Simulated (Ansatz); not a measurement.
## ZrH, space group I-4m2: a test of the smearing width, step by step

Program: the Python package of Ansatz (0.2.0).

Interactive session:
```pycon
>>> import csv
>>> import ansatz as az
>>> params = {
...     "xc": "PBEsol",
...     "kmesh": (13, 13, 13),
... }
>>> xtal = (
...     az.Lattice.from_parameters(3.417145, 3.417145, 3.417145, alpha=122.48854, beta=122.48854, gamma=85.74119)
...     .atom("Zr", (0.0, 0.0, 0.0))
...     .atom("H", (0.75, 0.25, 0.5))
... )
>>> [site.symbol for site in xtal.resolved().sites]
['Zr', 'H']
>>> base = (
...     xtal.calculation()
...     .functional(params["xc"])
...     .kpoints(mesh=params["kmesh"])
... )
>>> rows = []
>>> for value in [0.25, 0.15, 0.1, 0.05, 0.025]:
...     r = base.occupations("methfessel_paxton", width=value).run(threads=1, pin="off").report
...     rows.append((value, r["free_energy_ev"] / len(r["lattice"]["sites"]), r["n_iterations"], r["n_kpoints"]))
...
DeckWarning: basis.ecutwfc = 420 eV, auto-derived from the records' recommended cutoffs: set by Zr (normal level)
>>> with open("smear.csv", "w", newline="") as handle:
...     writer = csv.writer(handle)
...     writer.writerow(["width (eV)", "F/atom (eV)", "iterations", "k-points"])
...     writer.writerows([round(v, 5) if isinstance(v, float) else v for v in row] for row in rows)
...
44
>>> # the last row is the reference
>>> for row in rows[:-1]:
...     shift = 1000 * (row[1] - rows[-1][1])
...     print(f"{row[0]}: {shift:+.2f} meV/atom" + ("  (within 5 meV)" if abs(shift) < 5 else ""))
...
0.25: -0.57 meV/atom  (within 5 meV)
0.15: -0.46 meV/atom  (within 5 meV)
0.1: -0.27 meV/atom  (within 5 meV)
0.05: -0.06 meV/atom  (within 5 meV)
```

It writes `smear.csv`:
```csv
width (eV),F/atom (eV),iterations,k-points
0.25,-2072.50792,6,196
0.15,-2072.50781,6,196
0.1,-2072.50762,6,196
0.05,-2072.50741,6,196
0.025,-2072.50735,6,196
```

Going from 0.025 to 0.25 eV changes F by -0.6 meV an atom. This scheme is built to cancel the term in the square of the width, so the shifts stay small and are partly the mesh's error.

Reading the output:
- The narrowest width needs the finest mesh, so the last row is no converged reference.
- The structure comes from a database of computed cells and needn't be a stable or known phase.
- Warnings are shown shortened and without file and line.
- Timing: 21 s on 1 thread of Arm Neoverse V1, on a shared host, peak memory 0.41 GiB.
